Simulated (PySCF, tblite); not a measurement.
**C2H8Ge2OSe: geometry, infrared bands and NMR shifts**

What infrared bands and NMR shifts should C2H8Ge2OSe (`O=C[C@H]([GeH3])[GeH2][SeH]`) show?

Computed with tblite 0.8.0 and PySCF 2.14.0, with density-fitted response routines of our own, on a single molecule in the gas phase. Atoms count from 0, in the outputs and in this text.

## Step 1: Starting geometry

14 atoms, charge 0, multiplicity 1; geometry from: force field or distance geometry start.

Bonds of the start (Å): O0–C1 1.23, C1–C2 1.49, C2–Ge3 1.95, C2–Ge4 1.92, Ge4–Se5 2.35, C1–H6 1.08, C2–H7 1.12, Ge3–H8 1.54, Ge3–H9 1.54, Ge3–H10 1.54, Ge4–H11 1.54, Ge4–H12 1.56, Se5–H13 1.54.

## Step 2: Geometry optimisation with GFN2-xTB

What the job is given:

```
{"job": {"kind": "relax", "xc": "GFN2-xTB", "basis": "xTB"}, "charge": 0, "multiplicity": 1}
O     -0.436900    -0.742700    -2.264100
C     -1.107700    -0.863500    -1.235900
C     -0.443900    -0.486500     0.046300
Ge    -1.538000     0.938600     0.813100
Ge     1.340900     0.125500    -0.284700
Se     2.795100    -1.067100     1.131000
H     -2.116000    -1.242300    -1.225100
H     -0.475300    -1.395700     0.697700
H     -2.585400     0.319400     1.765000
H     -2.227000     1.752000    -0.303700
H     -0.590100     1.800800     1.665500
H      1.430300     1.637700    -0.020100
H      1.687900    -0.154700    -1.780300
H      4.265400    -0.622100     0.973100
```

Started as:

```console
OMP_NUM_THREADS=1 python probes_run.py task.json out
```

One launch serves the whole session: the jobs run in the order shown.

**Question.** This job is followed by: GFN2-xTB harmonic vibrations, gas phase; GIAO PBE0/pcSseg-1 NMR shielding, non-relativistic, gas phase. Predict these results of the whole session: strongest single infrared mode (GFN2-xTB); zero-point energy (GFN2-xTB); ¹³C shifts against TMS (PBE0/pcSseg-1); ¹H shifts against TMS (PBE0/pcSseg-1, means over atoms taken as alike); ¹⁷O shifts against H2O (PBE0/pcSseg-1); ⁷³Ge shifts against GeMe4 (PBE0/pcSseg-1); ⁷⁷Se shifts against Me2Se (PBE0/pcSseg-1); surface potential, 1st and 99th percentile.

**Answer**, as computed:

| quantity | value |
| --- | --- |
| strongest single infrared mode (GFN2-xTB) | 2095 cm⁻¹, 469 km/mol |
| zero-point energy (GFN2-xTB) | 49.0 kcal/mol |
| ¹³C shifts against TMS (PBE0/pcSseg-1) | 208.0, 35.8 ppm |
| ¹H shifts against TMS (PBE0/pcSseg-1, means over atoms taken as alike) | 10.10, 5.39, 5.34, 3.94, 2.51, -0.17 ppm |
| ¹⁷O shifts against H2O (PBE0/pcSseg-1) | 662.3 ppm |
| ⁷³Ge shifts against GeMe4 (PBE0/pcSseg-1) | -100, -212 ppm |
| ⁷⁷Se shifts against Me2Se (PBE0/pcSseg-1) | -530 ppm |
| surface potential, 1st and 99th percentile | -1.44 V and 1.32 V |

Over 148 steps the energy fell by 0.701 eV; of the close pairs, Se5–H13 changed most, 1.544 to 1.434 Å. All 36 modes are real, so the xTB geometry is a minimum. The strongest single mode, at 2095 cm⁻¹, moves mainly H9. Unscaled tight-binding wavenumbers are off by several per cent, some by more. Its intensities can rank the bands wrongly. The most deshielded carbon is C1 (aldehyde carbonyl carbon), at 208.0 ppm: the double bond to the heteroatom, with no lone-pair donor beside it, deshields it most. The most deshielded hydrogen is H6 (hydrogen on an aldehyde carbonyl carbon), at 10.10 ppm: deshielded by the polar, anisotropic C=O bond. At PBE0/pcSseg-1: The widest tensor belongs to O0: span 1198 ppm, with a paramagnetic part of -728 ppm. At PBE0/pcSseg-1, counted by nearest atom on the grid, the HOMO lies on Se5 78 %; H13 10 %, the LUMO on C1 38 %; O0 28 %. Spin-orbit coupling is left out, which matters for shieldings and couplings at and beside the heavy atoms.
